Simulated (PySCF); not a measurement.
# C5H7NSSi: electronic excitations

Aim: predict the electronic excitations of C5H7NSSi (`[H]/N=C\C#C[C@@H]1CS[SiH2]1`).

Computed with PySCF 2.14.0, with density-fitted response routines of our own, on a single molecule in the gas phase. Atoms count from 0, in the outputs and in this text.

**1. Starting geometry**

15 atoms, charge 0, multiplicity 1; geometry from: GFN2-xTB.

Bonds of the start (Å): N0–C1 1.26, C1–C2 1.41, C2–C3 1.21, C3–C4 1.43, C4–C5 1.54, C5–S6 1.84, S6–Si7 2.15, Si7–C4 1.93, N0–H8 1.02, C1–H9 1.09, C4–H10 1.09, C5–H11 1.09, C5–H12 1.09, Si7–H13 1.45, Si7–H14 1.46.

**2. Excited states and response: PBE0/def2-SVPD**

The job: settings as JSON, then the geometry in Å.

```
{"job": {"kind": "uv", "xc": "PBE0", "basis": "def2-SVPD", "nstates": 8, "ntriplets": 3}, "charge": 0, "multiplicity": 1}
N      3.906518     0.011410    -0.412525
C      2.841347    -0.232724    -1.044821
C      1.530278    -0.296772    -0.517233
C      0.457638    -0.344903     0.036028
C     -0.855602    -0.351662     0.602474
C     -1.946467    -0.858564    -0.355630
S     -3.205681     0.482808    -0.268933
Si    -1.641901     1.387772     0.891704
H      3.779934     0.172175     0.586697
H      2.930959    -0.410879    -2.114146
H     -0.843955    -0.941281     1.523023
H     -1.596331    -0.942349    -1.382815
H     -2.399707    -1.800018    -0.052647
H     -0.956433     2.476264     0.211786
H     -2.005012     1.656713     2.275126
```

Level: TDDFT PBE0/def2-SVPD, vertical, gas phase, core orbitals frozen in the response.

On the command line:

```console
OMP_NUM_THREADS=1 python probes_run.py task.json out
```

The driver reads the jobs from task.json and runs them one after another.

What will the session give for the following? lowest singlet (PBE0/def2-SVPD); brightest single state of those computed; lowest triplet. Wanted: lowest singlet; brightest single state of those computed; lowest triplet.

**Answer**, as computed:

| quantity | value |
| --- | --- |
| lowest singlet (PBE0/def2-SVPD) | 4.55 eV (272 nm), f = 0.006 |
| brightest single state of those computed | state 5, 5.22 eV, f = 0.251 |
| lowest triplet | 3.63 eV |

What this shows: The first singlet state (HOMO−2→LUMO 0.92) lies at 4.55 eV and is weak; of the 8 states computed, the strongest absorption comes from state 5 at 5.22 eV. The lowest triplet lies 0.93 eV below the lowest singlet (triplets in Tamm-Dancoff, singlets in full TDDFT).
